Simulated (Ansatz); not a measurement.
**C₂H₄BN: up Jacob's ladder to CCSD(T)**

Aim: compute C₂H₄BN with functionals from several rungs and with coupled cluster. The yardstick is the atomisation energy at the CCSD(T) limit.

Program: Ansatz 0.2.0, Gaussian basis. Level of theory: functionals in def2-TZVPP, the program's frozen cores in correlated methods. These are calculated values, not measurements.

The runs, in order: LDA (SPW92), PBE-D4, revPBE-D4, BLYP-D4, r2SCAN-D4, B97M-V, PBE0-D4, B3LYP-D4, r2SCANh-D4, r2SCAN0-D4, HSE06-D4, BHLYP-D4, CAM-B3LYP-D4, LC-ωPBE, ωB97X-V, ωB97M-V, B2PLYP, PBE-QIDH; CCSD(T)/def2-SVP; CCSD(T)/def2-TZVPP; MP2/def2-QZVPP; extrapolation to the limit; RPA on PBE.

1 further run of the same task is left out (it didn't finish).

**1. Structure used throughout**

The geometry comes from an earlier relaxation with PBE0-D4 in a triple-zeta def2 set; it is a stationary point, not always the lowest conformer.

SMILES `BC1C=N1`, 8 atoms, charge 0, spin multiplicity 1.

Atoms are counted from 1 here; the program's logs count them from 0.

Bond lengths: B1–C2 1.521 Å, B1–H5 1.197 Å, B1–H6 1.196 Å, C2–C3 1.480 Å, C2–N4 1.594 Å, C2–H7 1.088 Å, C3–N4 1.229 Å, C3–H8 1.082 Å. Angles: C2–B1–H5 120.4°, C2–B1–H6 119.5°, H5–B1–H6 120.1°, B1–C2–C3 120.1°, B1–C2–N4 118.3°, B1–C2–H7 121.9°, C3–C2–N4 46.9°, C3–C2–H7 114.7°, N4–C2–H7 112.2°, C2–C3–N4 71.4°, C2–C3–H8 146.9°, N4–C3–H8 141.7°, C2–N4–C3 61.7°.

**2. LDA**

This LDA is Slater exchange with PW92 correlation.

File in.yaml:

```yaml
crystal:
  periodic: [false, false, false]
  atoms:
    - {symbol: B, position_ang: [-0.430688, 1.153240, -0.281024]}
    - {symbol: C, position_ang: [0.523561, -0.024067, -0.147532]}
    - {symbol: C, position_ang: [0.032274, -1.325315, 0.357880]}
    - {symbol: N, position_ang: [0.630241, -0.752965, 1.265680]}
    - {symbol: H, position_ang: [-0.290674, 1.948458, -1.164192]}
    - {symbol: H, position_ang: [-1.339528, 1.265661, 0.488631]}
    - {symbol: H, position_ang: [1.454562, -0.075440, -0.707851]}
    - {symbol: H, position_ang: [-0.487749, -2.246672, 0.132409]}
basis:
  gaussian: {orbitals: def2-TZVPP}
hamiltonian: {xc: lda}
output: {orbitals: {seedname: orbitals}}
```

The run is started by

```bash
$ ansatz run in.yaml --threads 2 --pin off --events-out ev --progress --plain --max-ram 4352MiB
```

Further steps of the session: PBE-D4 (GGA); revPBE-D4 (GGA); BLYP-D4 (GGA); r2SCAN-D4 (meta-GGA); B97M-V (meta-GGA); PBE0-D4 (hybrid); B3LYP-D4 (hybrid); r2SCANh-D4 (hybrid); r2SCAN0-D4 (hybrid); HSE06-D4 (hybrid); BHLYP-D4 (hybrid); CAM-B3LYP-D4 (range-separated); LC-ωPBE (range-separated); ωB97X-V (range-separated); ωB97M-V (range-separated); B2PLYP (double hybrid); PBE-QIDH (double hybrid); CCSD(T) in def2-SVP; CCSD(T) in def2-TZVPP; MP2 in def2-QZVPP; RPA on PBE orbitals.

Before running them: what should the planned runs give, taken together? Wanted: atomisation energy, CCSD(T)/CBS; farthest beyond LDA; mean size of error, GGA; mean size of error, meta-GGA; mean size of error, hybrid; mean size of error, range-separated; mean size of error, double hybrid; gap, smallest and largest; T1 diagnostic.

As calculated:

| quantity | value |
| --- | --- |
| atomisation energy, CCSD(T)/CBS | 3095.2 kJ/mol |
| functionals within 15.5 kJ/mol (0.5 %) | r2SCANh-D4, B2PLYP, PBE-QIDH |
| farthest beyond LDA | PBE-D4 (+141.6 kJ/mol) |
| mean size of error, GGA | 84.0 kJ/mol |
| mean size of error, meta-GGA | 35.3 kJ/mol |
| mean size of error, hybrid | 46.2 kJ/mol |
| mean size of error, range-separated | 34.4 kJ/mol |
| mean size of error, double hybrid | 5.8 kJ/mol |
| gap, smallest and largest | 4.28 eV (LDA (SPW92)), 11.54 eV (LC-ωPBE) |
| T1 diagnostic | 0.0129 |
| triples share of the correlation energy | 4.7 % |

What this shows: The LDA atomisation energy is off by 515.1 kJ/mol (17 %): it overbinds. PBE-D4 is off by +141.6 kJ/mol. Double hybrids carry the basis error of their MP2 part in triple zeta, and no dispersion term here, so their miss is partly the set-up's. Taken by rung, double hybrid functionals do best (5.8 kJ/mol on average) and GGA ones worst beyond LDA (84.0 kJ/mol). The reference freezes the cores and leaves out relativity and excitations past (T), so misses under about 15.5 kJ/mol can't be ranked. Hartree-Fock recovers 71 % of the binding; the rest is correlation. CCSD(T) in def2-SVP is off by -139.8 kJ/mol, which most functionals beat. Orbital gaps span 4.3 to 11.5 eV; exact exchange widens them.
